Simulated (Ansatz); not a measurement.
# Si3N2: the cost of one run

Computed with Ansatz 0.2.0 (DFT PBE, scalar-relativistic, plane waves, PAW, unless a step's input says otherwise).

3 further runs of the same task are left out: 3 set aside as unsound or not needed.

**1. The starting structure**

Symmetry: P-3m1, No. 164, trigonal system. Conventional cell: a = 3.494 Å, b = 3.494 Å, c = 5.436 Å, α = 90.00°, β = 90.00°, γ = 120.00°. Around Si (site symmetry -3m) lie 6 N at 2.42 Å. Si (site symmetry 3m) is surrounded by 4 N at 2.10 to 2.17 Å. N (site symmetry 3m) has 7 Si at 2.10 to 2.42 Å as nearest neighbours.

As a file:

```xyz
5
Lattice="3.4939 0.0000 0.0000 -1.7470 3.0258 0.0000 0.0000 0.0000 5.4360" Properties=species:S:1:pos:R:3 pbc="T T T"
Si    0.0000    0.0000    0.0000
Si    0.0000    2.0172    3.5062
Si    1.7470    1.0086    1.9298
N     0.0000    2.0172    1.3318
N     1.7470    1.0086    4.1042
```

This is candidate A: anti-A-type sesquioxide type (P-3m1, No. 164).

(A quick probe on a coarse mesh, which set the mesh and smearing, is not shown.)

**3. Coarse relaxation (candidate A)**

input.yaml

```yaml
crystal:
  lattice:
    - [3.4939161274, 0.0, 0.0]
    - [-1.7469580637, 3.025820125, 0.0]
    - [0.0, 0.0, 5.4359659546]
  atoms:
    - { symbol: Si, position: [0.0, 0.0, 0.0] }
    - { symbol: Si, position: [0.3333333333, 0.6666666667, 0.645] }
    - { symbol: Si, position: [0.6666666667, 0.3333333333, 0.355] }
    - { symbol: "N", position: [0.3333333333, 0.6666666667, 0.245] }
    - { symbol: "N", position: [0.6666666667, 0.3333333333, 0.755] }
basis:
  ecutwfc: 420
kpoints:
  mp_grid: { grid: [6, 6, 4] }
hamiltonian:
  xc: pbe
scf:
  occupations: { method: gaussian, width: 0.1 }
  lower_state_search: "off"
output:
  forces: true
  stress: true
  eigenvalues: true
relax:
  adjacent_minimum: "off"
  f_tol: 0.04
  max_steps: 70
  cell: { stress_tol: 0.4 }
```

Run with:

```sh
$ ansatz run input.yaml --threads 1 --pin off --max-ram 2560MiB --backend cpu --events-out ev --progress --plain --runs-dir out
```

**Question.** How long does this run take on 1 thread of Intel Xeon Platinum 8375C at 2.90GHz (Ice Lake), shared host, and how much memory does it need?

About 46 s, with a peak of 0.38 GiB.
